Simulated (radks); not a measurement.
# Sn⁴⁺ in [Kr] 4d10: an all-electron calculation

One table from this session's results is given with a row withheld; the runs are named, their logs left out.

Program: radks (a radial shooting solver on a logarithmic mesh, Libxc functionals) version 1. Level of theory: Dirac Kohn-Sham, PBE, spin-unpolarised, spherical densities, finite nucleus. These are calculated values, not measurements, unless marked.

## Starting point

```
element            : tin (Z = 50)
charge             : +4
electrons          : 46
configuration      : [Kr] 4d10
nuclear rms radius : 4.6519 fm
```

The outer shells:

Sn⁴⁺
```
[Kr] core
4d [↑↓][↑↓][↑↓][↑↓][↑↓]
```

The first run:

The run's settings:

```text
Z 50
configuration [Kr] 4d10 5s0 5p0
relativity Dirac
functional pbe,pbe
spin unpolarised
j_filling energy
nucleus finite rms 4.6519 fm
c 137.035999084
```

One table of the session follows, with a row left open; its other results are not shown here.

It belongs to the step «Radial structure». From the orbitals of this run (lengths in bohr):

| level | <r> | outermost maximum (interpolated) | 90 % within | nodes |
| --- | --- | --- | --- | --- |
| 1s1/2 | 0.02905 | 0.0188 | 0.0522 | 0 |
| 2s1/2 | 0.1251 | 0.106 | 0.194 | 1 |
| 2p1/2 | 0.1058 | 0.0818 | 0.173 | 0 |
| 2p3/2 | 0.1112 | 0.0863 | 0.181 | 0 |
| 3s1/2 | 0.3391 | 0.308 | 0.499 | 2 |
| 3p1/2 | 0.3299 | 0.294 | 0.497 | 1 |
| 3p3/2 | 0.3411 | 0.304 | 0.512 | 1 |
| 3d3/2 | 0.3125 | 0.249 | 0.493 | 0 |
| 3d5/2 | 0.3161 | 0.252 | 0.498 | 0 |
| 4s1/2 | 0.8179 | 0.746 | 1.18 | 3 |
| 4p1/2 | 0.8637 | 0.772 | 1.27 | 2 |
| 4p3/2 | 0.8927 | 0.796 | 1.31 | 2 |
| 4d3/2 | ? | ? | ? | ? |
| 4d5/2 | 1.074 | 0.888 | 1.65 | 1 |
| 5s1/2 | 2.035 | 1.85 | 2.91 | 4 |
| 5p1/2 | 2.289 | 2.07 | 3.28 | 3 |
| 5p3/2 | 2.349 | 2.14 | 3.36 | 3 |

**Question.** Estimate the row for 4d3/2.

The run gave: <r>: 1.062; outermost maximum (interpolated): 0.879; 90 % within: 1.63; nodes: 1. In the column «<r>» it lies between 4p3/2 (0.8927) and 4d5/2 (1.074).
